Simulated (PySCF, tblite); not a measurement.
# C₄H₁₃NOSi: geometry, infrared bands and NMR shifts

Wanted: the infrared bands and NMR shifts of C₄H₁₃NOSi (`CC(C)(CN)[SiH2]O`), by calculation.

The runs use tblite 0.8.0 and PySCF 2.14.0, with density-fitted response routines of our own; the level of theory stands in each step. All values are computed, except where a source is named. Atoms are numbered from 0 throughout.

### 1 The molecule as given

20 atoms, charge 0, multiplicity 1; geometry from: force field or distance geometry start.

Bonds of the start (Å): C0–C1 1.52, C1–C2 1.53, C1–C3 1.49, C3–N4 1.45, C1–Si5 1.83, Si5–O6 1.73, C0–H7 1.11, C0–H8 1.10, C0–H9 1.13, C2–H10 1.11, C2–H11 1.10, C2–H12 1.13, C3–H13 1.13, C3–H14 1.10, N4–H15 1.05, N4–H16 1.07, Si5–H17 1.46, Si5–H18 1.48, O6–H19 0.99.

### 2 Geometry optimisation with GFN2-xTB

The job: settings as JSON, then the geometry in Å.

```
{"job": {"kind": "relax", "xc": "GFN2-xTB", "basis": "xTB"}, "charge": 0, "multiplicity": 1}
C     -0.199300    -1.732300    -0.751000
C     -0.083200    -0.398200    -0.039600
C     -0.335500    -0.729200     1.433500
C     -1.179100     0.482700    -0.539000
N     -1.219100     1.799200     0.057400
Si     1.610500     0.276600    -0.204700
O      1.754100     1.728700     0.727500
H     -0.486100    -1.549800    -1.803200
H      0.776400    -2.230400    -0.649700
H     -1.015300    -2.281500    -0.186300
H      0.487800    -1.387000     1.776600
H     -0.442600     0.172500     2.061600
H     -1.311700    -1.307400     1.421900
H     -2.132700    -0.025200    -0.208800
H     -1.181600     0.478400    -1.635700
H     -0.279200     2.243900    -0.080800
H     -1.857400     2.367100    -0.583100
H      2.049800     0.472800    -1.580700
H      2.564000    -0.659800     0.433500
H      2.475100     2.289700     0.347600
```

Started as:

```bash
> OMP_NUM_THREADS=1 python probes_run.py task.json out
```

One launch serves the whole session: the jobs run in the order shown.

**Question.** This job is followed by: GFN2-xTB harmonic vibrations, gas phase; GIAO PBE0/pcSseg-1 NMR shielding, non-relativistic, gas phase. Predict these results of the whole session: strongest single infrared mode (GFN2-xTB); zero-point energy (GFN2-xTB); 13C shifts against TMS (PBE0/pcSseg-1, means over atoms taken as alike); 1H shifts against TMS (PBE0/pcSseg-1, means over atoms taken as alike); 15N shifts against NH3 (PBE0/pcSseg-1); 29Si shifts against TMS (PBE0/pcSseg-1); 17O shifts against H2O (PBE0/pcSseg-1); surface potential, 1st and 99th percentile.

As calculated:

```
                                                               quantity                             value
                              strongest single infrared mode (GFN2-xTB)             2210 cm⁻¹, 468 km/mol
                                           zero-point energy (GFN2-xTB)                    104.8 kcal/mol
13C shifts against TMS (PBE0/pcSseg-1, means over atoms taken as alike)              58.4, 27.5, 23.4 ppm
 1H shifts against TMS (PBE0/pcSseg-1, means over atoms taken as alike)  4.93, 3.04, 1.07, 1.01, 0.88 ppm
                                 15N shifts against NH3 (PBE0/pcSseg-1)                          35.0 ppm
                                29Si shifts against TMS (PBE0/pcSseg-1)                          -4.0 ppm
                                 17O shifts against H2O (PBE0/pcSseg-1)                          14.7 ppm
                                  surface potential, 1st and 99th percentile                -1.79 V and 2.34 V
```

Relaxing lowered the energy by 0.860 eV in 69 steps; the close pair that moved most is Si5–O6, from 1.732 to 1.630 Å. All 54 modes are real, so the xTB geometry is a minimum. The strongest single mode, at 2210 cm⁻¹, moves mainly H17. GFN2-xTB is a fitted tight-binding method: band positions and strengths are rough. Its intensities can rank the bands wrongly. At PBE0/pcSseg-1: The largest span, 106 ppm, is at Si5, where the paramagnetic term is -527 ppm.
